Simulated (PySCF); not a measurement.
**GeH2S2F2 (SMILES [F][Ge]([F])([SH])[SH]) at 6 levels**

Aim: a comparison of 6 runs (HF/3-21G, PBE/STO-3G, B3LYP/6-31G*, PBE0/pcseg-1, PBE0/def2-SVP) of GeH2S2F2. The job is set up through a Python script.

The calculation is run with PySCF 2.14.0.

## (1) The system as given

The species is GeH2S2F2 (7 atoms), meant as a singlet with charge 0. As SMILES, `[F][Ge]([F])([SH])[SH]`. Geometry: relaxed at PBE0-D4/def2-TZVP. This is one conformer, not always the lowest.

Bond lengths: F1–Ge2 1.720 Å, Ge2–F3 1.724 Å, Ge2–S4 2.186 Å, Ge2–S5 2.181 Å, S4–H6 1.345 Å, S5–H7 1.345 Å. Angles: F1–Ge2–F3 103.3°, F1–Ge2–S4 112.9°, F1–Ge2–S5 105.3°, F3–Ge2–S4 106.9°, F3–Ge2–S5 113.2°, S4–Ge2–S5 114.8°, Ge2–S4–H6 91.6°, Ge2–S5–H7 92.0°.

## (2) Energy and gradient at HF/3-21G (run 1)

input.xyz

```xyz
7

F      1.043800    -1.520600     1.071100
Ge     0.210700    -0.388200     0.080500
F     -0.990800    -1.350700    -0.695600
S     -0.844100     1.137600     1.236400
S      1.714300     0.386200    -1.296800
H     -1.936500     0.359000     1.340200
H      0.864000     1.308500    -1.781400
```

calc.py

```python
from pyscf import gto, scf

system = gto.Mole()
system.atom = 'input.xyz'
system.verbose = 4
system.max_memory = 1860
system.charge = 0
system.basis = '3-21g'
system.build()

hf = scf.RHF(system)
hf.conv_tol = 1e-10
hf.kernel()
if not hf.converged:
    hf = hf.newton().run(hf.mo_coeff, hf.mo_occ)

e_final = hf.e_tot
print('E = %.10f Eh' % e_final)
grad = hf.nuc_grad_method().kernel()
hf.analyze()
```

Command:

```sh
OMP_NUM_THREADS=1 python calc.py
```

What it wrote:

```text
PySCF version 2.14.0

[... 84 lines left out ...]
DFT Exchange-Correlation Energy =     -148.445088791050921
[... 8 lines left out ...]
MO #7   energy= -46.098581292481   occ= 2
[... 6 lines left out ...]
MO #14  energy= -6.63587699498283  occ= 2
[... 6 lines left out ...]
MO #21  energy= -5.25584299877655  occ= 2
[... 6 lines left out ...]
MO #28  energy= -1.54126001406689  occ= 2
[... 6 lines left out ...]
MO #35  energy= -0.633283159405992 occ= 2
[... 6 lines left out ...]
MO #42  energy= -0.433340781380287 occ= 2
[... 6 lines left out ...]
MO #49  energy= 0.401104451506425  occ= 0
[... 6 lines left out ...]
MO #56  energy= 0.695775135795153  occ= 0
[... 6 lines left out ...]
MO #63  energy= 2.20348382036667   occ= 0
[... 6 lines left out ...]
MO #70  energy= 3.85495119641416   occ= 0
[... 41 lines left out ...]
pop of  2 F 3pz           0.00134
pop of  3 S 1s            1.99999
pop of  3 S 2s            1.99965
pop of  3 S 3s            1.73484
pop of  3 S 4s            0.00602
pop of  3 S 2px           1.99983
pop of  3 S 2py           1.99986
pop of  3 S 2pz           1.99992
pop of  3 S 3px           1.23557
pop of  3 S 3py           1.52811
pop of  3 S 3pz           1.75411
pop of  3 S 4px           0.00846
pop of  3 S 4py           0.00186
pop of  3 S 4pz           0.00266
pop of  4 S 1s            1.99999
pop of  4 S 2s            1.99965
pop of  4 S 3s            1.73468
pop of  4 S 4s            0.00587
pop of  4 S 2px           1.99985
pop of  4 S 2py           1.99987
pop of  4 S 2pz           1.99989
pop of  4 S 3px           1.48054
pop of  4 S 3py           1.46214
pop of  4 S 3pz           1.55189
pop of  4 S 4px           0.00259
pop of  4 S 4py           0.00710
pop of  4 S 4pz           0.00463
pop of  5 H 1s            0.88920
pop of  5 H 2s            0.00698
pop of  6 H 1s            0.90242
pop of  6 H 2s            0.00626
 ** Mulliken atomic charges  **
charge of    0F =     -0.46741
charge of    1Ge =      1.26452
charge of    2F =     -0.47268
charge of    3S =     -0.27089
charge of    4S =     -0.24869
charge of    5H =      0.10381
charge of    6H =      0.09133
Dipole moment(X, Y, Z, Debye): -1.71373,  1.60682, -0.55351
```

It took 9 s on 1 thread of Intel Xeon at 2.50GHz (Skylake/Cascade Lake), shared host; peak memory 0.14 GiB.

## (3) Energy and forces at PBE/STO-3G (run 2)

calc.py

```python
# [F][Ge]([F])([SH])[SH]
import pyscf.grad
from pyscf import gto, dft

system = gto.M(
    atom='''
F      1.972496    -2.873518     2.024086
Ge     0.398165    -0.733592     0.152123
F     -1.872341    -2.552453    -1.314493
S     -1.595118     2.149752     2.336457
S      3.239557     0.729812    -2.450597
H     -3.659455     0.678412     2.532611
H      1.632723     2.472707    -3.366358
''',
    basis='sto-3g',
    max_memory=1860,
    verbose=4,
    charge=0,
    unit='bohr',
)

ks = dft.RKS(system)
ks.xc = 'pbe'
ks.conv_tol = 1e-10
ks.grids.level = 5
ks.kernel()
if not ks.converged:
    ks = ks.newton().run(ks.mo_coeff, ks.mo_occ)

e_final = ks.e_tot
print('E = %.10f Eh' % e_final)
grad = ks.Gradients().kernel()
ks.analyze()
```

Command:

```sh
OMP_NUM_THREADS=1 python calc.py
```

What it wrote:

```text
PySCF version 2.14.0

[... 100 lines left out ...]
Two-electron Energy =                 1820.611369878186679
[... 6 lines left out ...]
MO #3   energy= -86.8763502446738  occ= 2
[... 4 lines left out ...]
MO #8   energy= -23.8844624867001  occ= 2
[... 4 lines left out ...]
MO #13  energy= -5.33233466176271  occ= 2
[... 4 lines left out ...]
MO #18  energy= -5.30708161569573  occ= 2
[... 4 lines left out ...]
MO #23  energy= -0.934187654504052 occ= 2
[... 4 lines left out ...]
MO #28  energy= -0.284153691675264 occ= 2
[... 4 lines left out ...]
MO #33  energy= -0.149775727877044 occ= 2
[... 4 lines left out ...]
MO #38  energy= -0.0896186768990548 occ= 2
[... 4 lines left out ...]
MO #43  energy= 0.10849844852308   occ= 0
[... 4 lines left out ...]
MO #48  energy= 0.261876068645931  occ= 0
[... 19 lines left out ...]
pop of  1 Ge 4pz          0.85861
pop of  1 Ge 3dxy         1.96115
pop of  1 Ge 3dyz         1.96166
pop of  1 Ge 3dz^2        1.99690
pop of  1 Ge 3dxz         1.96006
pop of  1 Ge 3dx2-y2      1.99308
pop of  2 F 1s            1.99996
pop of  2 F 2s            1.91673
pop of  2 F 2px           1.67809
pop of  2 F 2py           1.74162
pop of  2 F 2pz           1.80974
pop of  3 S 1s            2.00000
pop of  3 S 2s            1.99947
pop of  3 S 3s            1.82558
pop of  3 S 2px           1.99871
pop of  3 S 2py           1.99892
pop of  3 S 2pz           1.99955
pop of  3 S 3px           1.13295
pop of  3 S 3py           1.35430
pop of  3 S 3pz           1.70700
pop of  4 S 1s            2.00000
pop of  4 S 2s            1.99946
pop of  4 S 3s            1.82299
pop of  4 S 2px           1.99884
pop of  4 S 2py           1.99910
pop of  4 S 2pz           1.99923
pop of  4 S 3px           1.30062
pop of  4 S 3py           1.40031
pop of  4 S 3pz           1.48903
pop of  5 H 1s            1.02177
pop of  6 H 1s            1.02109
 ** Mulliken atomic charges  **
charge of    0F =     -0.14368
charge of    1Ge =      0.35875
charge of    2F =     -0.14614
charge of    3S =     -0.01649
charge of    4S =     -0.00958
charge of    5H =     -0.02177
charge of    6H =     -0.02109
Dipole moment(X, Y, Z, Debye): -0.97967,  0.26835, -0.25660
```

Wall time 35 s (1 thread of Intel Xeon at 2.50GHz (Skylake/Cascade Lake), shared host); peak memory 0.51 GiB.

Runs 3 to 5 aren't shown in full; the table further down has their settings and results.

## (4) Energy and gradient at B3LYP/6-31G(d) (Cartesian functions) (run 6)

input.py

```python
# [F][Ge]([F])([SH])[SH]
import pyscf.grad
from pyscf import gto, dft

mol = gto.M(
    atom='''
F      1.043800    -1.520600     1.071100
Ge     0.210700    -0.388200     0.080500
F     -0.990800    -1.350700    -0.695600
S     -0.844100     1.137600     1.236400
S      1.714300     0.386200    -1.296800
H     -1.936500     0.359000     1.340200
H      0.864000     1.308500    -1.781400
''',
    charge=0,
    basis='6-31g*',
    max_memory=1860,
    verbose=4,
    cart=True,
    spin=0,
)

mf = dft.RKS(mol, xc='b3lyp')
mf.conv_tol = 1e-10
mf.grids.level = 5
mf.kernel()
if not mf.converged:
    mf = mf.newton().run(mf.mo_coeff, mf.mo_occ)

e_tot = mf.e_tot
print('Final energy', e_tot)
grad = mf.Gradients().kernel()
dip = mf.dip_moment()
pop, q = mf.mulliken_pop()
```

Command:

```sh
OMP_NUM_THREADS=1 python input.py
```

What it wrote:

```text
PySCF version 2.14.0

[... 78 lines left out ...]
converged SCF energy = -3074.15459341674
Final energy -3074.1545934167407
[... 14 lines left out ...]
Dipole moment(X, Y, Z, Debye): -1.07258,  1.91652, -0.47241
[... 76 lines left out ...]
pop of  3  S 4px          0.26050
pop of  3  S 4py          0.37560
pop of  3  S 4pz          0.55478
pop of  3  S 3dxx         0.00822
pop of  3  S 3dxy         0.02454
pop of  3  S 3dxz         0.00205
pop of  3  S 3dyy        -0.00931
pop of  3  S 3dyz         0.00665
pop of  3  S 3dzz        -0.01953
pop of  4  S 1s           1.99862
pop of  4  S 2s           1.98864
pop of  4  S 3s           1.42244
pop of  4  S 4s           0.48631
pop of  4  S 2px          1.98911
pop of  4  S 2py          1.98954
pop of  4  S 2pz          1.98972
pop of  4  S 3px          0.99498
pop of  4  S 3py          1.02262
pop of  4  S 3pz          1.04617
pop of  4  S 4px          0.34397
pop of  4  S 4py          0.39177
pop of  4  S 4pz          0.43359
pop of  4  S 3dxx        -0.00725
pop of  4  S 3dxy         0.02044
pop of  4  S 3dxz         0.01308
pop of  4  S 3dyy        -0.00553
pop of  4  S 3dyz         0.00441
pop of  4  S 3dzz        -0.01155
pop of  5  H 1s           0.49695
pop of  5  H 2s           0.36628
pop of  6  H 1s           0.49902
pop of  6  H 2s           0.37880
 ** Mulliken atomic charges  **
charge of    0F =     -0.35878
charge of    1Ge =      0.70083
charge of    2F =     -0.35925
charge of    3S =     -0.13065
charge of    4S =     -0.11109
charge of    5H =      0.13677
charge of    6H =      0.12218
```

Run time: 1.9 min. Hardware: 1 thread of Intel Xeon at 2.50GHz (Skylake/Cascade Lake), shared host; peak memory 1.1 GiB.

## (5) The series

```
run                               level  integration grid  Cartesian functions   energy (Eh)  dipole moment (D)  HOMO energy (eV)  LUMO energy (eV)  wall time
  1                            HF/3-21G                 –                   no  -3055.578044               2.41            -11.79              2.19        9 s
  2                          PBE/STO-3G                 5                   no  -3037.703077               1.05             -1.80              2.95       35 s
  3  B3LYP/6-31G* (spherical functions)                 5                   no  -3074.140200               2.26             -8.06             -1.54    1.9 min
  4                        PBE0/pcseg-1                 5                   no  -3073.355740               2.56             -8.53             -1.46    2.7 min
  5                       PBE0/def2-SVP                 5                   no  -3073.009523               2.45             -8.34             -1.02    2.2 min
  6  B3LYP/6-31G* (Cartesian functions)                 5                  yes  -3074.154593               2.25             -8.06             -1.54    1.9 min
```

## (6) What came out

| quantity | value |
| --- | --- |
| run 6: total energy | -3074.15459 Eh |
| run 6: dipole moment | 2.25 D |
| run 6: HOMO energy | -8.06 eV |
| run 6: LUMO energy | -1.54 eV |
| run 6: HOMO–LUMO gap | 6.52 eV |
| run 6: largest force on an atom | 0.496 eV/Å |

The dipole moment (its size) runs from 1.05 D (PBE/STO-3G) to 2.56 D (PBE0/pcseg-1). The two ends differ in method and basis. The HOMO–LUMO gap runs from 4.75 eV (PBE/STO-3G) to 13.99 eV (HF/3-21G). Totals of different functionals can't be ranked against each other. In run 2 the basis is minimal, so the values are rough. All runs together took 9.4 min, the longest 2.7 min.
